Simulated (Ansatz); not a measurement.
# ZrGeSe: further runs on the relaxed cell

An exercise on one series of results from a longer session: the logs are not shown, and one member is left open.

Method: DFT r2SCAN, scalar-relativistic, plane waves, PAW, in Ansatz 0.2.0.

## The structure to begin with

Symmetry: P4/nmm, No. 129, tetragonal system. Conventional cell: a = 3.718 Å, b = 3.718 Å, c = 8.378 Å, α = 90.00°, β = 90.00°, γ = 90.00°. Around Zr (site symmetry 4mm) lie 5 Se at 2.80 to 3.03 Å and 4 Ge at 2.87 Å. Ge (site symmetry -4m2) is surrounded by 4 Ge at 2.63 Å and 4 Zr at 2.87 Å. Se (site symmetry 4mm) is surrounded by 5 Zr at 2.80 to 3.03 Å.

Structure file:

```cif
data_structure
_symmetry_space_group_name_H-M 'P4/nmm:1'
_symmetry_Int_Tables_number 129
_cell_length_a 3.7177
_cell_length_b 3.7177
_cell_length_c 8.3784
_cell_angle_alpha 90.000
_cell_angle_beta 90.000
_cell_angle_gamma 90.000
_cell_volume 115.80
loop_
_atom_site_label
_atom_site_type_symbol
_atom_site_symmetry_multiplicity
_atom_site_Wyckoff_symbol
_atom_site_fract_x
_atom_site_fract_y
_atom_site_fract_z
_atom_site_occupancy
Zr1 Zr 2 c 0.00000 0.50000 0.26068 1
Ge1 Ge 2 a 0.00000 0.00000 0.00000 1
Se1 Se 2 c 0.00000 0.50000 0.62292 1
```

It is the result of an earlier relaxation at this level (volume 19.30 Å³/atom; gap on the mesh: none (metal)).

The first run:

input.yaml

```yaml
crystal:
  lattice:
    - [3.6801182367, 0.0, 0.0]
    - [0.0, 3.6801182367, 0.0]
    - [0.0, 0.0, 8.2937769149]
  atoms:
    - { symbol: Zr, position: [0.0, 0.5, 0.2606814739] }
    - { symbol: Zr, position: [0.5, 0.0, 0.7393185261] }
    - { symbol: Ge, position: [0.0, 0.0, 0.0] }
    - { symbol: Ge, position: [0.5, 0.5, 0.0] }
    - { symbol: Se, position: [0.0, 0.5, 0.6229182971] }
    - { symbol: Se, position: [0.5, 0.0, 0.3770817029] }
basis:
  ecutwfc: 500
kpoints:
  mp_grid: { grid: [10, 10, 4] }
hamiltonian:
  xc: r2scan
scf:
  occupations: { method: gaussian, width: 0.1 }
output:
  forces: true
  stress: true
  eigenvalues: true
relax:
  adjacent_minimum: "off"
  f_tol: 0.01
  max_steps: 30
  cell: { stress_tol: 0.1, fix: [volume] }
```

Started as:

```
> ansatz run input.yaml --threads 4 --pin off --max-ram 10240MiB --backend cpu --events-out ev --progress --plain --runs-dir out
```

Among the steps run: Volume × 0.97; The cell scaled to 1.03 of its volume; The cell scaled to 0.94 of its volume; Volume × 1.06.

One table of the session follows, with a row left open; its other results are not shown here.

It belongs to the step «Fit of the equation of state». 

| volume (Å³/atom) | energy above the lowest point (meV/atom) | pressure (GPa) |
| --- | --- | --- |
| 18.142 | 26.8 | 7.86 |
| 18.721 | ? | ? |
| 19.300 | 0.0 | 0.00 |
| 19.879 | 5.4 | -2.91 |
| 20.458 | 17.7 | -3.18 |

Estimate the missing values for volume (Å³/atom) = 18.721.

Worked estimate for «energy above the lowest point (meV/atom)». A straight line through the neighbours (18.142, 26.8) and (19.300, 0.0) gives 26.8 + (0.0 − 26.8) × (18.721 − 18.142) / (19.300 − 18.142) = 13.4; a parabola fitted to 3 rows on both sides gives 7.1.

As computed: energy above the lowest point (meV/atom): 6.3; pressure (GPa): 3.58. In «energy above the lowest point (meV/atom)» the line misses by +7.1 and the parabola by +0.8.
